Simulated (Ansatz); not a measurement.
# BePd: how the settings move a relaxation

Question: which choices in the input matter for BePd?

Computed with Ansatz 0.2.0 (reference: DFT, LDA, PAW with Ansatz's default frozen-core files, scalar-relativistic; relaxation of cell and atoms, unless a step's input says otherwise).

2 further runs of the same task are left out: 2 set aside as unsound or not needed.

### 1 The system as given

Symmetry: Pm-3m, No. 221, cubic system. Conventional cell: a = 2.813 Å, b = 2.813 Å, c = 2.813 Å, α = 90.00°, β = 90.00°, γ = 90.00°. Be (site symmetry m-3m) has 8 Pd at 2.44 Å as nearest neighbours. Pd (site symmetry m-3m) is surrounded by 8 Be at 2.44 Å.

Coordinates:

```
CELL_PARAMETERS angstrom
2.81300 0.00000 0.00000
0.00000 2.81300 0.00000
0.00000 0.00000 2.81300
ATOMIC_POSITIONS crystal
Be 0.00000 0.00000 0.00000
Pd 0.50000 0.50000 0.50000
```

### 2 Baseline

File input.yaml:

```yaml
crystal:
  lattice:
    - [2.813, 0.0, 0.0]
    - [0.0, 2.813, 0.0]
    - [0.0, 0.0, 2.813]
  atoms:
    - { symbol: Be, position: [0.0, 0.0, 0.0] }
    - { symbol: Pd, position: [0.5, 0.5, 0.5] }
kpoints:
  mp_grid: { grid: [12, 12, 12] }
scf:
  occupations: { method: fermi_dirac, width: 0.05 }
hamiltonian:
  xc: lda
  pseudopotentials: { kind: paw }
relax:
  f_tol: 0.002
  max_steps: 80
  cell: {}
output:
  forces: true
  stress: true
```

The run is started by

```bash
$ ansatz run input.yaml --threads 2 --pin off --max-ram 6144MiB --backend cpu --events-out ev --progress --plain --runs-dir out
```

### 3 Variant: symmetry.detect false, f_tol 0.05, max_displacement 0.3

Changes to input.yaml since step 2:

```diff
@@ -8,2 +8,3 @@
     - { symbol: Pd, position: [0.5, 0.5, 0.5] }
+  symmetry: { detect: false }
 kpoints:
@@ -16,5 +17,6 @@
 relax:
-  f_tol: 0.002
+  f_tol: 0.05
   max_steps: 80
   cell: {}
+  max_displacement: 0.3
 output:
```

**Question.** What will these runs give? Wanted: for each run, ending; energy change; pressure; gap; force.

As calculated:

| run | ending | energy change | pressure (GPa) | gap (eV) | force (eV/Å) | cycles | time |
| --- | --- | --- | --- | --- | --- | --- | --- |
| reference | converged | 0 | 0.0 | 0.00 | 0.00 | 32 | 5.1 s |
| 1: symmetry.detect false, f_tol 0.05, max_displacement 0.3 | converged | 0.0 meV/atom | 0.0 | 0.00 | 0.00 | 32 | 66 s |

**Reading.** With the changed use of symmetry, convergence setting and walk settings the energy agrees within 0.5 meV/atom.
